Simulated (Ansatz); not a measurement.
# Zr2(Cl)8: reading failed and doubtful runs

Aim: try 2 inputs for Zr2(Cl)8 as typed, read how each ends, and find what has to change.

The runs use Ansatz 0.2.0, Gaussian basis; the settings change from run to run.

1 further run of the same task is left out (set aside as unsound or not needed).

**1. The geometry**

The structure was relaxed beforehand with r2SCAN-D4/def2-SVP. Zr takes a core potential in def2 sets; no spin-orbit term is included.

10 atoms, charge 0, spin multiplicity 1.

Atoms are counted from 1 here; the program's logs count them from 0.

Bond lengths: Zr1–Cl2 2.317 Å, Zr1–Cl3 2.339 Å, Zr1–Cl4 2.328 Å, Zr1–Cl5 2.573 Å, Zr1–Cl7 3.160 Å, Zr1–Cl10 2.781 Å, Cl5–Zr6 2.652 Å, Zr6–Cl7 2.374 Å, Zr6–Cl8 2.339 Å, Zr6–Cl9 2.332 Å, Zr6–Cl10 2.476 Å. Angles: Cl2–Zr1–Cl3 104.2°, Cl2–Zr1–Cl4 103.6°, Cl2–Zr1–Cl5 100.2°, Cl2–Zr1–Cl7 167.0°, Cl2–Zr1–Cl10 94.3°, Cl3–Zr1–Cl4 101.3°, Cl3–Zr1–Cl5 148.0°, Cl3–Zr1–Cl7 81.5°, Cl3–Zr1–Cl10 84.8°, Cl4–Zr1–Cl5 92.5°, Cl4–Zr1–Cl7 86.3°, Cl4–Zr1–Cl10 158.8°, Cl5–Zr1–Cl7 70.7°, Cl5–Zr1–Cl10 73.0°, Cl7–Zr1–Cl10 74.4°, Zr1–Cl5–Zr6 88.0°, Cl5–Zr6–Cl7 83.4°, Cl5–Zr6–Cl8 86.0° and more.

**2. Attempt 1**

Contents of in.yaml:

```yaml
crystal:
  periodic: [false, false, false]
  atoms:
    - {symbol: Zr, position_ang: [-1.205786, -0.471948, -1.308058]}
    - {symbol: Cl, position_ang: [-3.299505, 0.137124, -1.437201]}
    - {symbol: Cl, position_ang: [0.023700, 0.590025, -3.066181]}
    - {symbol: Cl, position_ang: [-0.785088, -2.801165, -1.817776]}
    - {symbol: Cl, position_ang: [-1.012987, -0.959389, 1.225736]}
    - {symbol: Zr, position_ang: [1.275431, 0.604420, 1.572130]}
    - {symbol: Cl, position_ang: [2.044018, -0.774291, -0.431732]}
    - {symbol: Cl, position_ang: [1.244113, -0.284859, 3.628922]}
    - {symbol: Cl, position_ang: [2.407865, 2.367781, 1.525425]}
    - {symbol: Cl, position_ang: [-0.458363, 2.056432, 0.007303]}
basis:
  gaussian: {orbitals: def2-mTZVPP}
hamiltonian: {xc: {name: B2PLYP}}
scf: {omitted_lower_state_checks: [starts]}
relax: {f_tol: 0.0001, max_steps: 1}
output: {forces: true}
```

On the command line:

```sh
$ ansatz run in.yaml --threads 2 --pin off --events-out ev --progress --plain --max-ram 32768MiB --backend cuda --devices 0, --max-vram 18GiB
```

Output:

```text
Functional definition: B2PLYP
  name "B2PLYP"
  cite "Grimme, J. Chem. Phys. 124, 034108 (2006) doi:10.1063/1.2148954"
  cite "Becke, Phys. Rev. A 38, 3098 (1988) doi:10.1103/PhysRevA.38.3098"
  cite "Lee, Yang & Parr, Phys. Rev. B 37, 785 (1988) doi:10.1103/PhysRevB.37.785"
  parameter a = 0.53
  parameter c = 0.27
  exchange = (1 - a)*b88_x + a*exact_x
  correlation = (1 - c)*lyp_c + c*(mp2_os + mp2_ss)
these checks for a lower state are left out or cut short: starts
2942 factors; integrals over basis functions are off by at most 1.5e-4 eV
mean field evaluation 1: about -102702.4463 eV, gradient 4.2e1 eV
mean field evaluation 2: about -102702.4479 eV, gradient 4.2e1 eV
mean field evaluation 4: about -102707.4917 eV, gradient 5.8e0 eV
mean field evaluation 8: about -102707.5728 eV, gradient 2.7e-1 eV
mean field evaluation 16: about -102707.5730 eV, gradient 5.1e-5 eV
mean field -102707.57303906 eV, -3774.4336914919 hartree, gradient 5.0e-6 eV, S^2 0.000000; 0 other end points of the search recorded, 0 dependent functions left out
40 core orbitals not correlated: weight in the atoms' cores, before any rotation towards them, 1.000 or more for the frozen orbitals, at most 0.000 for the correlated occupied ones
reference -102707.57329826 eV, -3774.4337010174 hartree; 40, 40 occupied and 202, 202 virtual orbitals, 2942 factors
second order -60.63758975 eV of doubles, -0.00000000 eV of singles
the calculation of the forces begins
relax step   1: F+E_penalty+E_count = -102723.94518829 eV  Δ(F+E_penalty+E_count) = +0.000e0 eV  max|allowed force component| = 5.103e0 eV/Å  Δτ_max = 0.0000 Å  (41 SCF iters, accepted)
Error: geometry relaxation did not converge after 1 steps: max|allowed force component| = 5.10e0 eV/Å (threshold 1.0e-4). Raise `relax.max_steps` over both its present limit and 1, loosen `relax.f_tol`, or start from a geometry closer to equilibrium. Where this run's directory can be resumed (`checkpoint.write`), a resume goes on for up to `relax.max_steps` more
```

It took 23 s on 1 × H100 (card shared with other runs) with 2 threads of AMD EPYC 7R13, shared host; peak host memory 2.5 GiB.

What is wrong: The run did not converge. The relaxation is allowed too few steps for its threshold. The start was also shaken off the relaxed geometry, so there is far to go. Fix: raise relax.max_steps.

**3. Attempt 2**

Contents of in.yaml:

```yaml
crystal:
  periodic: [false, false, false]
  atoms:
    - {symbol: Zr, position_ang: [-1.020120, -0.513785, -1.308987]}
    - {symbol: Cl, position_ang: [-3.380581, -0.028198, -1.449787]}
    - {symbol: Cl, position_ang: [-0.064458, 0.525995, -3.099845]}
    - {symbol: Cl, position_ang: [-0.952383, -2.723730, -1.893333]}
    - {symbol: Cl, position_ang: [-1.018751, -1.042049, 1.317880]}
    - {symbol: Zr, position_ang: [1.109946, 0.597755, 1.465920]}
    - {symbol: Cl, position_ang: [1.942967, -0.726876, -0.339746]}
    - {symbol: Cl, position_ang: [1.295648, -0.185416, 3.590633]}
    - {symbol: Cl, position_ang: [2.640111, 2.338200, 1.591087]}
    - {symbol: Cl, position_ang: [-0.524535, 1.887533, 0.104893]}
basis:
  gaussian: {orbitals: def2-mTZVPP}
hamiltonian: {xc: {name: PBE0}, dispersion: d2}
output: {forces: true}
```

The command is unchanged.

Output:

```text
Error: YAML parse error: error: line 16 column 45: hamiltonian.dispersion: `d2` is not `none`, `rvv10`, `d3bj`, `d3bjatm`, `d4` or a map `{method: …, s8: …, a1: …, a2_bohr: …}` (numbers without units, a2 in bohr) or `{method: …, functional: …}`
  --> <input>:16:45
   |
14 | basis:
15 |   gaussian: {orbitals: def2-mTZVPP}
16 | hamiltonian: {xc: {name: PBE0}, dispersion: d2}
   |                                             ^ hamiltonian.dispersion: `d2` is not `none`, `rvv10`, `d3bj`, `d3bjatm`, `d4` or a map `{method: …, s8: …, a1: …, a2_bohr: …}` (numbers without units, a2 in bohr) or `{method: …, functional: …}`
17 | output: {forces: true}
   |
```

Run time: 0.05 s. Hardware: 1 × H100 (card shared with other runs) with 2 threads of AMD EPYC 7R13, shared host.

Diagnosis: Refused before any calculation. d2 isn't among the dispersion terms that the program offers. Its coordinates are also moved off the relaxed structure. Cure: name d3bj, d3bjatm, d4 or rvv10, or leave the key out.

**4. Summary**

```tsv
attempt	level	ended	cause	time
1	B2PLYP/def2-mTZVPP	not converged	the relaxation is allowed too few steps for its threshold	23 s
2	PBE0/def2-mTZVPP	refused	d2 isn't among the dispersion terms that the program offers	0.05 s
```

In words: 1 not converged, 1 refused. A refusal costs next to no computing time.
